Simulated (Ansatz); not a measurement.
# C8H12O8Si: one species, many functionals

The task here is to estimate one member of a computed series from the others.

Program: Ansatz 0.2.0, Gaussian basis. Level of theory: functionals in def2-TZVPP. These are calculated values, not measurements.

Plan: PBE-D4, r2SCAN-D4, PBE0-D4, B3LYP-D4, ωB97X-V, ωB97M-V, B2PLYP.

### The geometry

The geometry comes from an earlier relaxation with PBE0-D4 in a triple-zeta def2 set; it is a stationary point, not always the lowest conformer.

SMILES `CC(=O)O[Si](OC(C)=O)(OC(C)=O)OC(C)=O`, 29 atoms, charge 0, spin multiplicity 1.

Atoms are counted from 1 here; the program's logs count them from 0.

Bond lengths: C1–C2 1.491 Å, C1–H18 1.091 Å, C1–H19 1.087 Å, C1–H20 1.092 Å, C2–O3 1.199 Å, C2–O4 1.353 Å, O4–Si5 1.642 Å, Si5–O6 1.642 Å, Si5–O10 1.642 Å, Si5–O14 1.642 Å, O6–C7 1.353 Å, C7–C8 1.491 Å, C7–O9 1.199 Å, C8–H21 1.092 Å, C8–H22 1.087 Å, C8–H23 1.091 Å, O10–C11 1.353 Å, C11–C12 1.491 Å and more. Angles: C2–C1–H18 109.9°, C2–C1–H19 110.0°, C2–C1–H20 108.7°, H18–C1–H19 110.7°, H18–C1–H20 107.3°, H19–C1–H20 110.2°, C1–C2–O3 126.1°, C1–C2–O4 111.6°, O3–C2–O4 122.2°, C2–O4–Si5 123.9°, O4–Si5–O6 114.4°, O4–Si5–O10 112.6°, O4–Si5–O14 101.7°, O6–Si5–O10 101.7°, O6–Si5–O14 112.6°, O10–Si5–O14 114.4°, Si5–O6–C7 123.9°, O6–C7–C8 111.6° and more.

Set-up of the first run:

The input, in.yaml:

```yaml
crystal:
  periodic: [false, false, false]
  atoms:
    - {symbol: C, position_ang: [-1.425025, 3.630317, 0.521287]}
    - {symbol: C, position_ang: [-0.852044, 2.496055, -0.258636]}
    - {symbol: O, position_ang: [-0.498514, 2.532875, -1.403301]}
    - {symbol: O, position_ang: [-0.757793, 1.373344, 0.489986]}
    - {symbol: Si, position_ang: [0.002404, 0.004460, -0.002811]}
    - {symbol: O, position_ang: [1.420542, 0.261471, -0.788593]}
    - {symbol: C, position_ang: [2.340125, 1.176931, -0.406372]}
    - {symbol: C, position_ang: [3.428584, 1.317284, -1.415666]}
    - {symbol: O, position_ang: [2.247927, 1.784687, 0.622582]}
    - {symbol: O, position_ang: [-0.856753, -0.823374, -1.130256]}
    - {symbol: C, position_ang: [-1.968318, -1.543089, -0.854157]}
    - {symbol: C, position_ang: [-2.417157, -2.335861, -2.034497]}
    - {symbol: O, position_ang: [-2.491665, -1.522993, 0.223941]}
    - {symbol: O, position_ang: [0.203427, -0.793530, 1.417559]}
    - {symbol: C, position_ang: [0.491181, -2.112144, 1.508283]}
    - {symbol: C, position_ang: [0.424808, -2.593607, 2.917862]}
    - {symbol: O, position_ang: [0.754132, -2.776855, 0.546185]}
    - {symbol: H, position_ang: [-2.373773, 3.331144, 0.969780]}
    - {symbol: H, position_ang: [-1.560205, 4.494469, -0.123681]}
    - {symbol: H, position_ang: [-0.742101, 3.873506, 1.338471]}
    - {symbol: H, position_ang: [2.997685, 1.698251, -2.344384]}
    - {symbol: H, position_ang: [4.190478, 1.999782, -1.048610]}
    - {symbol: H, position_ang: [3.859862, 0.339323, -1.635561]}
    - {symbol: H, position_ang: [-1.642940, -3.066193, -2.280505]}
    - {symbol: H, position_ang: [-2.532059, -1.681195, -2.899935]}
    - {symbol: H, position_ang: [-3.351780, -2.842362, -1.808771]}
    - {symbol: H, position_ang: [-0.601791, -2.487667, 3.275899]}
    - {symbol: H, position_ang: [1.055839, -1.970347, 3.553563]}
    - {symbol: H, position_ang: [0.734422, -3.633982, 2.970540]}
basis:
  gaussian: {orbitals: def2-TZVPP}
hamiltonian: {xc: pbe, dispersion: d4}
output: {forces: true, orbitals: {seedname: orbitals}}
```

Steps of the session up to this table: PBE-D4 (GGA); r2SCAN-D4 (meta-GGA); PBE0-D4 (hybrid); B3LYP-D4 (hybrid); ωB97X-V (range-separated); ωB97M-V (range-separated); B2PLYP (double hybrid).

One of the session's tables, all rows but one given; the rest of the session is left out.

It belongs to the step «Orbital energies across the functionals». 

| functional | HOMO (eV) | gap (eV) |
| --- | --- | --- |
| PBE-D4 | -6.54 | 4.98 |
| r2SCAN-D4 | -6.89 | 5.60 |
| PBE0-D4 | ? | ? |
| B3LYP-D4 | -7.98 | 7.26 |
| ωB97X-V | -10.72 | 12.63 |
| ωB97M-V | -10.67 | 12.47 |

**Question.** Estimate the row for PBE0-D4.

The run gave: HOMO (eV): -8.23; gap (eV): 7.79. In the column «HOMO (eV)» it lies between ωB97M-V (-10.67) and B3LYP-D4 (-7.98).
